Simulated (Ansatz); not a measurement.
# AlRu: a Al atom hops into a vacancy

One Al atom is taken out of a 2×2×2 supercell of AlRu. How high is the barrier for its neighbour Al2, 3.00 Å away, to move into the hole? The program relaxes both ends, then the band.

All numbers below are computed with Ansatz 0.2.0 (DFT PBE, plane waves, PAW, scalar-relativistic, no spin polarisation).

## (1) The system as given

The cell holds 15 atoms (Al7Ru8): a = 6.017 Å, b = 6.017 Å, c = 6.017 Å, α = 90.00°, β = 90.00°, γ = 90.00°.

The empty site lies at (0.02, 0.01, 3.00) Å, and Al2 starts at (0.03, 0.01, 0.00) Å. All atoms were shaken by about 0.02 Å to break the symmetry.

Structure file:

```xyz
15
Lattice="6.0171 0.0000 0.0000 0.0000 6.0171 0.0000 0.0000 0.0000 6.0171" Properties=species:S:1:pos:R:3 pbc="T T T"
Ru    1.5037    1.4952    1.5354
Al    0.0290    0.0057   -0.0012
Ru    1.4927    1.5205    4.5338
Ru    1.5294    4.5336    1.4710
Al   -0.0103    3.0041   -0.0086
Ru    1.5068    4.5009    4.5167
Al    0.0106    3.0045    2.9902
Ru    4.5073    1.4977    1.4878
Al    2.9985    0.0492    0.0032
Ru    4.5159    1.5276    4.4943
Al    2.9972   -0.0033    3.0058
Ru    4.5079    4.5245    1.5241
Al    3.0071    3.0041    0.0046
Ru    4.5117    4.5299    4.5128
Al    3.0060    3.0190    3.0078
```

## (2) Relaxing the ends and the band

crystal.atoms is the first end and neb.final_atoms the second, which differs in Al2 alone.

File input.yaml:

```yaml
crystal:
  lattice:
    - [6.01711, 0.0, 0.0]
    - [0.0, 6.01711, 0.0]
    - [0.0, 0.0, 6.01711]
  atoms:
    - { symbol: Ru, position: [0.24990082, 0.24848543, 0.2551731] }
    - { symbol: Al, position: [0.00481357, 0.00094657, -0.0002018] }
    - { symbol: Ru, position: [0.24807698, 0.25270083, 0.75348229] }
    - { symbol: Ru, position: [0.25417762, 0.75344414, 0.24446866] }
    - { symbol: Al, position: [-0.00171093, 0.49926126, -0.00143005] }
    - { symbol: Ru, position: [0.25042247, 0.74801976, 0.75064281] }
    - { symbol: Al, position: [0.00176766, 0.49931981, 0.49695688] }
    - { symbol: Ru, position: [0.74908535, 0.24889965, 0.24725863] }
    - { symbol: Al, position: [0.4983313, 0.0081766, 0.00053794] }
    - { symbol: Ru, position: [0.75050705, 0.25386812, 0.74691903] }
    - { symbol: Al, position: [0.49810831, -0.00054444, 0.49954545] }
    - { symbol: Ru, position: [0.74917871, 0.75194143, 0.25330184] }
    - { symbol: Al, position: [0.49976418, 0.49925417, 0.00075865] }
    - { symbol: Ru, position: [0.74981432, 0.75283022, 0.7499925] }
    - { symbol: Al, position: [0.49956832, 0.50173623, 0.4998813] }
kpoints:
  mp_grid: { grid: [2, 2, 2] }
magnetization:
  spin_polarized: false
scf:
  occupations: { method: fermi_dirac, width: 0.1 }
hamiltonian:
  pseudopotentials: { kind: paw }
  xc: pbe
basis:
  ecutwfc: 420
neb:
  images: 5
  relax_end_points: true
  climbing: true
  f_tol: 0.1
  max_iterations: 40
  order_check: false
  final_atoms:
    - { symbol: Ru, position: [0.24990082, 0.24848543, 0.2551731] }
    - { symbol: Al, position: [0.00318503, 0.00193002, 0.4988385] }
    - { symbol: Ru, position: [0.24807698, 0.25270083, 0.75348229] }
    - { symbol: Ru, position: [0.25417762, 0.75344414, 0.24446866] }
    - { symbol: Al, position: [-0.00171093, 0.49926126, -0.00143005] }
    - { symbol: Ru, position: [0.25042247, 0.74801976, 0.75064281] }
    - { symbol: Al, position: [0.00176766, 0.49931981, 0.49695688] }
    - { symbol: Ru, position: [0.74908535, 0.24889965, 0.24725863] }
    - { symbol: Al, position: [0.4983313, 0.0081766, 0.00053794] }
    - { symbol: Ru, position: [0.75050705, 0.25386812, 0.74691903] }
    - { symbol: Al, position: [0.49810831, -0.00054444, 0.49954545] }
    - { symbol: Ru, position: [0.74917871, 0.75194143, 0.25330184] }
    - { symbol: Al, position: [0.49976418, 0.49925417, 0.00075865] }
    - { symbol: Ru, position: [0.74981432, 0.75283022, 0.7499925] }
    - { symbol: Al, position: [0.49956832, 0.50173623, 0.4998813] }
```

The run is started by

```bash
ansatz run input.yaml --threads 4 --pin off --max-ram 8192MiB --backend cpu --events-out ev --progress --plain --runs-dir out
```

**Question.** What will these runs give? Wanted: relaxation of the ends; barrier forwards; barrier backwards; second end relative to first; highest image.

The runs gave:

```
                    quantity                                                                   value
      relaxation of the ends  0.095 eV lower, moves up to 0.06 Å; 0.091 eV lower, moves up to 0.05 Å
            barrier forwards                                                                 2.56 eV
           barrier backwards                                                                 2.56 eV
second end relative to first                                                                0.000 eV
               highest image                                                   3 of 0 to 6, climbing
             band iterations                                                                       3
```

**Reading.** The top lies 2.56 eV above the first end, or 99 kT at room temperature; with a typical attempt rate of 10^13 per second that is roughly 10^-30 events a second. Both ends agree in energy to 1 meV. The input switches the test of curvatures off, so the top was not shown to be a first-order saddle. The cell of 15 atoms is small, so the barrier is not converged with size. The k-mesh is coarse.
